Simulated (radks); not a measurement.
# The Coulomb parameter U of the 4f shell of Tm⁺

An exercise on one series of results from a longer session: the logs are not shown, and one member is left open.

Program: radks (a radial shooting solver on a logarithmic mesh, Libxc functionals) version 1. Level of theory: scalar-relativistic Kohn-Sham, r2SCAN, spin-unpolarised, spherical densities, finite nucleus. These are calculated values, not measurements, unless marked.

## What is computed

| Property | Result |
| --- | --- |
| element | thulium (Z = 69) |
| charge | +1 |
| electrons | 68 |
| configuration | [Xe] 4f12 5d1 6s1 |
| nuclear rms radius | 5.2256 fm |

Outer shells as boxes (Hund's rule):

Tm⁺
```
[Xe] core
4f [↑↓][↑↓][↑↓][↑↓][↑↓][↑ ][↑ ]
5d [↑ ][  ][  ][  ][  ]
6s [↑ ]
```

Set-up of the first run:

Settings of this run:

```text
Z 69
configuration [Xe] 4f12 5d1 6s1
relativity scalar-relativistic
functional r2scan,r2scan
spin unpolarised
nucleus finite rms 5.2256 fm
c 137.035999084
```

Steps of the session up to this table: Start: [Xe] 4f12 5d1 6s1.

One of the session's tables, all rows but one given; the rest of the session is left out.

It belongs to the step «Start: [Xe] 4f12 5d1 6s1». From the orbitals of this run (lengths in bohr):

| level | <r> | outermost maximum (interpolated) | 90 % within | nodes |
| --- | --- | --- | --- | --- |
| 4s | 0.4976 | 0.464 | 0.714 | 3 |
| 4p | 0.5277 | 0.485 | 0.767 | 2 |
| 4d | 0.5701 | 0.501 | 0.856 | 1 |
| 5s | 1.217 | 1.08 | 1.76 | 4 |
| 5p | 1.432 | 1.24 | 2.11 | 3 |
| 4f | 0.7555 | 0.494 | 1.30 | 0 |
| 6s | ? | ? | ? | ? |
| 5d | 2.499 | 1.79 | 4.04 | 2 |

Q: Estimate the row for 6s from the others.

**Answer.** <r>: 3.494; outermost maximum (interpolated): 3.06; 90 % within: 5.07; nodes: 5. In the column «<r>» it is the highest.
